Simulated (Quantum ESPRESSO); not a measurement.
# Ag (Fm-3m) in Quantum ESPRESSO: settings compared, part 2 of 3

Quantum ESPRESSO 7.5. The steps go on from the part before.

**3. Phonons, PBE+D2**

Input file pw.in:

```
&CONTROL
  calculation = 'scf'
  prefix = 'pwscf'
  outdir = './tmp'
  pseudo_dir = './pseudo'
  tprnfor = .true.
  tstress = .true.
  disk_io = 'low'
/
&SYSTEM
  ibrav = 0
  nat = 3
  ntyp = 1
  ecutwfc = 52
  ecutrho = 312
  nbnd = 24
  occupations = 'smearing'
  smearing = 'mv'
  degauss = 0.01469973
  vdw_corr = 'grimme-d2'
/
&ELECTRONS
  conv_thr = 6d-10
  electron_maxstep = 120
  mixing_beta = 0.5
/
ATOMIC_SPECIES
Ag   107.8682 Ag.GGA_PBE-JTH.UPF
CELL_PARAMETERS angstrom
   0.0000000000    3.1897100000    3.1897100000
   3.1897100000    0.0000000000    3.1897100000
   3.1897100000    3.1897100000    0.0000000000
ATOMIC_POSITIONS crystal
Ag     0.2500000000    0.2500000000    0.2500000000
Ag     0.7500000000    0.7500000000    0.7500000000
Ag     0.0000000000    0.0000000000    0.0000000000
K_POINTS automatic
7 7 7 0 0 0
```

Input file relax.in:

```
&CONTROL
  calculation = 'vc-relax'
  prefix = 'pwscf'
  outdir = './tmp'
  pseudo_dir = './pseudo'
  tprnfor = .true.
  tstress = .true.
  disk_io = 'low'
  nstep = 40
  forc_conv_thr = 0.0001
  etot_conv_thr = 1d-06
/
&SYSTEM
  ibrav = 0
  nat = 3
  ntyp = 1
  ecutwfc = 52
  ecutrho = 312
  nbnd = 24
  occupations = 'smearing'
  smearing = 'mv'
  degauss = 0.01469973
  vdw_corr = 'grimme-d2'
/
&ELECTRONS
  conv_thr = 6d-10
  electron_maxstep = 120
  mixing_beta = 0.5
/
&IONS
  ion_dynamics = 'bfgs'
/
&CELL
  cell_dynamics = 'bfgs'
  press = 0
  press_conv_thr = 0.2
/
ATOMIC_SPECIES
Ag   107.8682 Ag.GGA_PBE-JTH.UPF
CELL_PARAMETERS angstrom
   0.0000000000    3.1897100000    3.1897100000
   3.1897100000    0.0000000000    3.1897100000
   3.1897100000    3.1897100000    0.0000000000
ATOMIC_POSITIONS crystal
Ag     0.2500000000    0.2500000000    0.2500000000
Ag     0.7500000000    0.7500000000    0.7500000000
Ag     0.0000000000    0.0000000000    0.0000000000
K_POINTS automatic
7 7 7 0 0 0
```

Input file scf2.in:

```
&CONTROL
  calculation = 'scf'
  prefix = 'pwscf'
  outdir = './tmp'
  pseudo_dir = './pseudo'
  tprnfor = .true.
  tstress = .true.
  disk_io = 'low'
/
&SYSTEM
  ibrav = 0
  nat = 3
  ntyp = 1
  ecutwfc = 52
  ecutrho = 312
  nbnd = 24
  occupations = 'smearing'
  smearing = 'mv'
  degauss = 0.01469973
  vdw_corr = 'grimme-d2'
/
&ELECTRONS
  conv_thr = 1d-13
  electron_maxstep = 120
  mixing_beta = 0.5
  startingpot = 'file'
  startingwfc = 'file'
/
ATOMIC_SPECIES
Ag   107.8682 Ag.GGA_PBE-JTH.UPF
CELL_PARAMETERS angstrom
   0.0000000000    3.1689556403    3.1689556403
   3.1689556403    0.0000000000    3.1689556403
   3.1689556403    3.1689556403    0.0000000000
ATOMIC_POSITIONS crystal
Ag     0.2500000000    0.2500000000    0.2500000000
Ag     0.7500000000    0.7500000000    0.7500000000
Ag     0.0000000000    0.0000000000    0.0000000000
K_POINTS automatic
7 7 7 0 0 0
```

Input file ph.in:

```
phonons of Ag
&INPUTPH
  prefix = 'pwscf'
  outdir = './tmp'
  tr2_ph = 1d-18
  fildyn = 'dyn'
  niter_ph = 90
  alpha_mix(1) = 0.4
/
0.0000000000 0.0000000000 0.0000000000
```

Input file dynmat.in:

```
&INPUT
  fildyn = 'dyn'
  asr = 'crystal'
  filout = 'dynmat.disp'
  fileig = 'dynmat.eig'
/
```

Potentials or basis: JTH 2.0 PBE.

Run with:

```
OMP_NUM_THREADS=1 mpirun -n 4 pw.x -nk 4 -in pw.in > pw.out
OMP_NUM_THREADS=1 mpirun -n 4 pw.x -nk 4 -in relax.in > relax.out
OMP_NUM_THREADS=1 mpirun -n 4 pw.x -nk 4 -in scf2.in > scf2.out
OMP_NUM_THREADS=1 mpirun -n 4 ph.x -nk 4 -in ph.in > ph.out
OMP_NUM_THREADS=1 mpirun -n 1 dynmat.x -in dynmat.in > dynmat.out
```

pw.out:

```text
This program is part of the open-source Quantum ESPRESSO suite
     for quantum simulation of materials; please cite
         "P. Giannozzi et al., J. Phys.:Condens. Matter 21 395502 (2009);
         "P. Giannozzi et al., J. Phys.:Condens. Matter 29 465901 (2017);
         "P. Giannozzi et al., J. Chem. Phys. 152 154105 (2020);
     in publications or presentations arising from this work. More details at

     file Ag.GGA_PBE-JTH.UPF: wavefunction(s)  5S 0S 5P 0P 4D 0D renormalized
     Message from routine setup:
     using ibrav=0 with symmetry is DISCOURAGED, use correct ibrav instead

     K-points division:     npool     =       4
     Subspace diagonalization in iterative solution of the eigenvalue problem:
     a serial algorithm will be used

     G-vector sticks info
     --------------------
     sticks:   dense  smooth     PW     G-vecs:    dense   smooth      PW
     Sum        1555    1039    313                40821    22219    3647

     Using Slab Decomposition

     bravais-lattice index     =            0
     lattice parameter (alat)  =       8.5244  a.u.
     unit-cell volume          =     438.0061 (a.u.)^3
     number of atoms/cell      =            3
     number of atomic types    =            1
     number of electrons       =        33.00
     number of Kohn-Sham states=           24
     kinetic-energy cutoff     =      52.0000  Ry
     charge density cutoff     =     312.0000  Ry
     scf convergence threshold =      6.0E-10
     mixing beta               =       0.5000
     number of iterations used =            8  plain     mixing
     Exchange-correlation= SLA PW PBX PBC
                           (   1   4   3   4   0   0   0)

     celldm(1)=   8.524424  celldm(2)=   0.000000  celldm(3)=   0.000000
     celldm(4)=   0.000000  celldm(5)=   0.000000  celldm(6)=   0.000000

     crystal axes: (cart. coord. in units of alat)
               a(1) = (   0.000000   0.707107   0.707107 )
               a(2) = (   0.707107   0.000000   0.707107 )
               a(3) = (   0.707107   0.707107   0.000000 )

     reciprocal axes: (cart. coord. in units 2 pi/alat)
               b(1) = ( -0.707107  0.707107  0.707107 )
               b(2) = (  0.707107 -0.707107  0.707107 )
               b(3) = (  0.707107  0.707107 -0.707107 )
[... 36 lines left out ...]
        k(    1) = (   0.0000000   0.0000000   0.0000000), wk =   0.0058309
        k(    2) = (   0.1010153   0.1010153  -0.1010153), wk =   0.0466472
        k(    3) = (   0.2020305   0.2020305  -0.2020305), wk =   0.0466472
        k(    4) = (   0.3030458   0.3030458  -0.3030458), wk =   0.0466472
        k(    5) = (   0.2020305  -0.0000000   0.0000000), wk =   0.0349854
        k(    6) = (   0.3030458   0.1010153  -0.1010153), wk =   0.1399417
[... 12 lines left out ...]
        k(   19) = (  -0.1010153  -0.5050763   0.7071068), wk =   0.1399417
        k(   20) = (   0.0000000  -0.4040610   0.6060915), wk =   0.1399417

     Dense  grid:    40821 G-vectors     FFT dimensions: (  48,  48,  48)

     Smooth grid:    22219 G-vectors     FFT dimensions: (  40,  40,  40)

     Initial potential from superposition of free atoms

     starting charge      32.9986, renormalised to      33.0000
     Starting wfcs are   54 randomized atomic wfcs
     Checking if some PAW data can be deallocated...

     Self-consistent Calculation

     iteration #  1     ecut=    52.00 Ry     beta= 0.50
     Davidson diagonalization with overlap
     ethr =  1.00E-02,  avg # of iterations =  4.0

     Threshold (ethr) on eigenvalues was too large:
     Diagonalizing with lowered threshold

     Davidson diagonalization with overlap
     ethr =  3.52E-04,  avg # of iterations =  1.9

     total energy              =   -1066.08187693 Ry
     estimated scf accuracy    <       0.12161980 Ry
[... 57 lines left out ...]
     iteration # 10     ecut=    52.00 Ry     beta= 0.50
     Davidson diagonalization with overlap
     ethr =  2.14E-12,  avg # of iterations =  2.0

     End of self-consistent calculation

          k = 0.0000 0.0000 0.0000 (  2733 PWs)   bands (ev):

     3.1726   4.0017   4.0017   4.6142   4.6142   4.6142   4.8338   4.8338
     4.8338   6.2586   6.2586   6.4911   6.4911   6.4911   6.5028   6.5028
    16.0165  16.0165  16.0165  16.7073  17.3307  17.3307  17.3307  17.5668

          k = 0.1010 0.1010-0.1010 (  2761 PWs)   bands (ev):
[... 85 lines left out ...]
     3.9836   4.1008   4.3151   4.3215   4.9478   4.9699   5.0898   5.2295
     5.6707   5.6920   5.9901   6.1624   6.3366   6.7625   6.7688   8.5304
     8.7398   9.9775  11.3709  14.4255  16.5298  22.2578  22.3910  22.8420

          k = 0.4041 0.2020 0.0000 (  2774 PWs)   bands (ev):

     4.1287   4.2278   4.3030   4.3931   4.4828   4.6304   4.9754   5.5313
     5.6986   5.8149   5.8742   5.9551   6.3132   6.4433   6.4924   6.6901
    11.1509  11.3620  13.2059  16.0948  17.2974  18.1056  20.4813  21.1163

          k =-0.2020-0.4041 0.6061 (  2764 PWs)   bands (ev):
[... 13 lines left out ...]
     4.0493   4.1552   4.3735   4.3898   4.5968   5.1348   5.2058   5.4409
     5.4904   5.7572   5.8546   6.0076   6.3512   6.5468   6.8672   8.3877
     9.2483   9.3326  11.0785  16.4337  18.7534  18.8328  19.6626  22.8208

     the Fermi energy is     9.4019 ev

!    total energy              =   -1066.11135592 Ry
     total all-electron energy =     -1066.111356 Ry
     estimated scf accuracy    <          1.3E-11 Ry
     smearing contrib. (-TS)   =      -0.00015699 Ry
     internal energy E=F+TS    =   -1066.11119892 Ry

     The total energy is F=E-TS. E is the sum of the following terms:
     one-electron contribution =     -35.39346300 Ry
     hartree contribution      =      51.08566256 Ry
     xc contribution           =    -102.54829442 Ry
     ewald contribution        =    -192.12681722 Ry
     Dispersion Correction     =      -0.10681137 Ry
     one-center paw contrib.   =    -787.02147547 Ry

     convergence has been achieved in  10 iterations

     Forces acting on atoms (cartesian axes, Ry/au):

     atom    1 type  1   force =    -0.00000000   -0.00000000   -0.00000000
     atom    2 type  1   force =     0.00000000    0.00000000    0.00000000
     atom    3 type  1   force =     0.00000000    0.00000000   -0.00000000

     Total force =     0.000000     Total SCF correction =     0.000000

     Computing stress (Cartesian axis) and pressure

          total   stress  (Ry/bohr**3)                   (kbar)     P=      -10.95
  -0.00007447  -0.00000000  -0.00000000          -10.95       -0.00       -0.00
  -0.00000000  -0.00007447  -0.00000000           -0.00      -10.95       -0.00
  -0.00000000  -0.00000000  -0.00007447           -0.00       -0.00      -10.95

=------------------------------------------------------------------------------=
   JOB DONE.
=------------------------------------------------------------------------------=
```

relax.out:

```text
This program is part of the open-source Quantum ESPRESSO suite
     for quantum simulation of materials; please cite
         "P. Giannozzi et al., J. Phys.:Condens. Matter 21 395502 (2009);
         "P. Giannozzi et al., J. Phys.:Condens. Matter 29 465901 (2017);
         "P. Giannozzi et al., J. Chem. Phys. 152 154105 (2020);
[... 596 lines left out ...]
  -0.00000000  -0.00000070   0.00000000           -0.00       -0.10        0.00
  -0.00000000   0.00000000  -0.00000070           -0.00        0.00       -0.10

=------------------------------------------------------------------------------=
   JOB DONE.
=------------------------------------------------------------------------------=
```

scf2.out:

```text
This program is part of the open-source Quantum ESPRESSO suite
     for quantum simulation of materials; please cite
         "P. Giannozzi et al., J. Phys.:Condens. Matter 21 395502 (2009);
         "P. Giannozzi et al., J. Phys.:Condens. Matter 29 465901 (2017);
         "P. Giannozzi et al., J. Chem. Phys. 152 154105 (2020);
[... 288 lines left out ...]
  -0.00000000  -0.00000073  -0.00000000           -0.00       -0.11       -0.00
  -0.00000000  -0.00000000  -0.00000073           -0.00       -0.00       -0.11

=------------------------------------------------------------------------------=
   JOB DONE.
=------------------------------------------------------------------------------=
```

Wall time 4.7 min (4 MPI ranks of Arm Neoverse V2, shared host); peak memory 0.68 GiB.

What came out:

| Quantity | Value |
| --- | --- |
| Free energy | -14505.1881 eV |
| Relaxed volume | 21.22 Å³/atom |
| Relaxed cell | a = 4.482 Å, b = 4.482 Å, c = 4.482 Å, α = 60.00°, β = 60.00°, γ = 60.00° |
| Space group after relaxing (to 0.05 Å) | Fm-3m (No. 225) |
| Pressure after relaxing | 0.0 GPa |
| Band gap on the k mesh | none (metal or under the smearing width) |
| Highest phonon frequency at Γ | 154 cm⁻¹ |

Step by step:
```
step  energy change (eV)  largest force (eV/Å)  pressure (GPa)  volume (Å³)
   1              0.0000                0.0000           -1.10        64.91
   2             -0.0021                0.0000           -0.79        64.54
   3             -0.0040                0.0000           -0.32        64.00
   4             -0.0044                0.0000            0.02        63.63
   5             -0.0044                0.0000            0.00        63.65
```

Final structure:
```
CELL_PARAMETERS angstrom
0.00000 3.16896 3.16896
3.16896 0.00000 3.16896
3.16896 3.16896 0.00000
ATOMIC_POSITIONS crystal
Ag 0.25000 0.25000 0.25000
Ag 0.75000 0.75000 0.75000
Ag 0.00000 0.00000 0.00000
```

Phonon frequencies in cm⁻¹ (negative: imaginary):
| q point | frequencies |
| --- | --- |
| (0.000, 0.000, 0.000) | 2 2 2 101 101 101 154 154 154 |

Optical modes at Γ, degenerate ones joined:
```
cm⁻¹  components  symmetry  active in
 101           3       T2g      Raman
 154           3       T1u         IR
```

Caveat: pairwise dispersion overbinds metals, which lowers pressure and volume.

[end of part 2 of 3]
